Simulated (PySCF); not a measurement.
# NaCa⁺ with other numerical set-ups

Which parts of the numerical set-up matter for NaCa⁺? Each run edits the base script.

Computed with PySCF 2.14.0. Level: each script names its method and basis.

4 further runs of the same task are left out: 4 that didn't finish.

### Step 1. Where the work starts

NaCa⁺: 2 atoms, charge 1, spin multiplicity 1.

No contacts short enough for the rule that draws bonds.

### Step 2. The run that the others are compared with

input.py

```python
from pyscf import gto, dft

mol = gto.M(
    atom='Na 0 0 0; Ca 0 0 3.755',
    basis='6-31+g*',
    charge=1,
    spin=0,
    symmetry=True,
    verbose=3,
)
mf = dft.UKS(mol, xc='revpbe')
mf.kernel()
mf.dip_moment()
print('orbital energies (hartree):', [e[max(0, n-3):n+3].round(4) for e, n in zip(mf.mo_energy, mol.nelec)])
```

Launch:

```console
> python input.py
```

Its log is not repeated here.

Base result: E(SCF) = -839.476508 Eh.

The bond length is a typed value, not an optimised one. The dipole of an ion depends on the origin.

### Step 3. 3-21g

Edit 1 changes basis set: 6-31+g* → 3-21g.

input.py

```python
from pyscf import gto, dft

mol = gto.M(
    atom='Na 0 0 0; Ca 0 0 3.755',
    basis='3-21g',
    charge=1,
    spin=0,
    symmetry=True,
    verbose=3,
)
mf = dft.UKS(mol, xc='revpbe')
mf.kernel()
mf.dip_moment()
print('orbital energies (hartree):', [e[max(0, n-3):n+3].round(4) for e, n in zip(mf.mo_energy, mol.nelec)])
```

Launch:

```console
> python input.py
```

### Step 4. Def2-svpd

Edit 2 changes basis set: 6-31+g* → def2-svpd.

Changes to input.py since step 2:

```diff
@@ -4,3 +4,3 @@
     atom='Na 0 0 0; Ca 0 0 3.755',
-    basis='6-31+g*',
+    basis='def2-svpd',
     charge=1,
```

### Step 5. Spin-free X2C on

Edit 3 changes spin-free X2C: off → on.

Changes to input.py since step 2:

```diff
@@ -11,2 +11,3 @@
 mf = dft.UKS(mol, xc='revpbe')
+mf = mf.sfx2c1e()
 mf.kernel()
```

### Step 6. Integration grid (99, 590)

Edit 4 changes integration grid: default → (99, 590).

Changes to input.py since step 2:

```diff
@@ -11,2 +11,3 @@
 mf = dft.UKS(mol, xc='revpbe')
+mf.grids.atom_grid = (99, 590)
 mf.kernel()
```

### Step 7. 6-31g*

Edit 5 changes basis set: 6-31+g* → 6-31g*.

Changes to input.py since step 2:

```diff
@@ -4,3 +4,3 @@
     atom='Na 0 0 0; Ca 0 0 3.755',
-    basis='6-31+g*',
+    basis='6-31g*',
     charge=1,
```

### Step 8. 6-31g

Edit 6 changes basis set: 6-31+g* → 6-31g.

Changes to input.py since step 2:

```diff
@@ -4,3 +4,3 @@
     atom='Na 0 0 0; Ca 0 0 3.755',
-    basis='6-31+g*',
+    basis='6-31g',
     charge=1,
```

What does the calculation give? Wanted: for each run, E(SCF); from base; gap.

**Answer**, as computed:

```
                       run  E(SCF) (hartree)  from base (eV)  gap (eV)  functions
                      base       -839.476508               0      1.68         48
                     3-21g       -835.147766       +117.7911      1.69         30
                 def2-svpd       -839.385503         +2.4764      1.54         45
          spin-free X2C on       -842.152827        -72.8264      1.69         48
integration grid (99, 590)       -839.476508          0.0000      1.68         48
                    6-31g*       -839.476400         +0.0029      1.68         40
                     6-31g       -839.475410         +0.0299      1.68         30
```

**Reading.** No change of the SCF energy comes from integration grid (99, 590). The largest comparable shift of the SCF energy, +117.791 eV, comes with the run “3-21g”. 3-21g (30 functions) gives an energy 117.79 eV higher than 6-31+g* (48). def2-svpd (45 functions) gives an energy 2.48 eV higher than 6-31+g* (48). Scalar relativity lowers the total energy by 72.83 eV, nearly all of it in the inner shells; a basis contracted without relativity catches only part of it. 6-31g* (40 functions) gives an energy 0.00 eV higher than 6-31+g* (48). 6-31g (30 functions) gives an energy 0.03 eV higher than 6-31+g* (48).
